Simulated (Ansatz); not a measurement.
# B2O: a line through an energy map

The task here is to estimate one member of a computed series from the others.

Method: DFT PBE+D3(BJ), scalar-relativistic, plane waves, PAW, in Ansatz 0.2.0.

15 further runs of the same task are left out: 15 set aside as unsound or not needed.

### The system as given

The structure is trigonal, space group P-3m1 (No. 164). The conventional cell has a = 2.546 Å, b = 2.546 Å, c = 9.678 Å, α = 90.00°, β = 90.00°, γ = 120.00°. B (site symmetry 3m) is surrounded by 3 O at 1.57 Å and 1 B at 1.74 Å. B (site symmetry 3m) is surrounded by 3 B at 1.58 Å. O (site symmetry 3m) has 3 B at 1.57 Å as nearest neighbours.

As a file:

```cif
data_structure
_symmetry_space_group_name_H-M 'P 1'
_symmetry_Int_Tables_number 1
_cell_length_a 2.5456
_cell_length_b 2.5456
_cell_length_c 9.6777
_cell_angle_alpha 90.000
_cell_angle_beta 90.000
_cell_angle_gamma 120.000
_cell_volume 54.31
loop_
_atom_site_label
_atom_site_type_symbol
_atom_site_fract_x
_atom_site_fract_y
_atom_site_fract_z
_atom_site_occupancy
B1 B 0.00000 0.00000 0.40990 1
B2 B 0.00000 0.00000 0.59010 1
B3 B 0.66667 0.33333 0.02935 1
B4 B 0.33333 0.66667 0.97065 1
O1 O 0.66667 0.33333 0.35258 1
O2 O 0.33333 0.66667 0.64742 1
```

This cell was relaxed beforehand with the same method: volume 9.05 Å³/atom, gap on the mesh none (metal).

### The scan

The energy is mapped over volume and the cell's shape.

The axes are (1) volume per atom: 7 values from 7.965 to 10.138 Å³; (2) c/a of the conventional cell: 7 values from 3.370 to 4.289.

Nothing else is relaxed (fractional coordinates fixed). Energies count from the relaxed crystal. Points are written as (first, second).

Set-up of the first run:

The input, input.yaml:

```yaml
crystal:
  lattice:
    - [2.5055984866, 0.0, 0.0]
    - [-1.2527992433, 2.1699119411, 0.0]
    - [0.0, 0.0, 8.7898900509]
  atoms:
    - { symbol: B, position: [0.0, 0.0, 0.4099026039] }
    - { symbol: B, position: [0.0, 0.0, 0.5900973961] }
    - { symbol: B, position: [0.6666666667, 0.3333333333, 0.0293462865] }
    - { symbol: B, position: [0.3333333333, 0.6666666667, 0.9706537135] }
    - { symbol: O, position: [0.6666666667, 0.3333333333, 0.3525784977] }
    - { symbol: O, position: [0.3333333333, 0.6666666667, 0.6474215023] }
basis:
  ecutwfc: 520.0
kpoints:
  mp_grid: { grid: [21, 21, 6] }
hamiltonian:
  xc: pbe
  dispersion: d3bj
scf:
  occupations: { method: gaussian, width: 0.15 }
output:
  forces: true
  stress: true
  eigenvalues: true
```

Started as:

```console
$ ansatz run input.yaml --threads 2 --pin off --max-ram 4096MiB --backend cpu --events-out ev --progress --plain --runs-dir out
```

Among the steps run: Point (7.965 Å³, 3.508); The run at (8.327 Å³, 3.508); Point (8.690 Å³, 3.508); Grid point (9.052 Å³, 3.508); The run at (9.414 Å³, 3.508); Point (9.776 Å³, 3.508).

One table of the session follows, with a row left open; its other results are not shown here.

```
volume per atom (Å³)  energy (meV/atom)  slope (meV/atom per Å³)  pressure (GPa)  largest force on an atom (eV/Å)
               7.965                 79                     −138            22.1                             1.96
               8.327                 41                      −71            11.4                             1.63
               8.690                 26                      −17             2.7                             1.34
               9.052                 28                       28            −4.5                             1.07
               9.414                  ?                        ?               ?                                ?
               9.776                 74                       94           −15.0                             1.57
              10.138                112                      117           −18.7                             1.88
```

Estimate the missing values for volume per atom (Å³) = 9.414.

Worked estimate for «energy (meV/atom)». A straight line through the neighbours (9.052, 28) and (9.776, 74) gives 28 + (74 − 28) × (9.414 − 9.052) / (9.776 − 9.052) = 51; a parabola fitted to 4 rows on both sides gives 45.

**Answer.** energy (meV/atom): 45; slope (meV/atom per Å³): 65; pressure (GPa): −10.3; largest force on an atom (eV/Å): 1.21. In «energy (meV/atom)» the line misses by +6 and the parabola by +0.

Energies count from the relaxed crystal. Rows without a step come from runs not printed here or follow by symmetry. Slopes come from the forces (and the stress, where the cell changes), not from differences of energies.

In words: The lowest point of the line is at 8.690 Å³, 26 meV/atom from the zero. A fit to energies and slopes at the lowest point and its two neighbours puts the minimum at 8.8161 Å³, with a curvature of about 130 meV/atom per (Å³)². V·d²E/dV² there is about 180 GPa, a bulk modulus under this line's constraint. The highest point computed, at 10.138 Å³, lies 86 meV/atom above the lowest. This is one cut through a surface in two coordinates; the map's lowest point lies off it. Spin polarisation is off in the runs that give these values; a magnetic solution could lie lower.
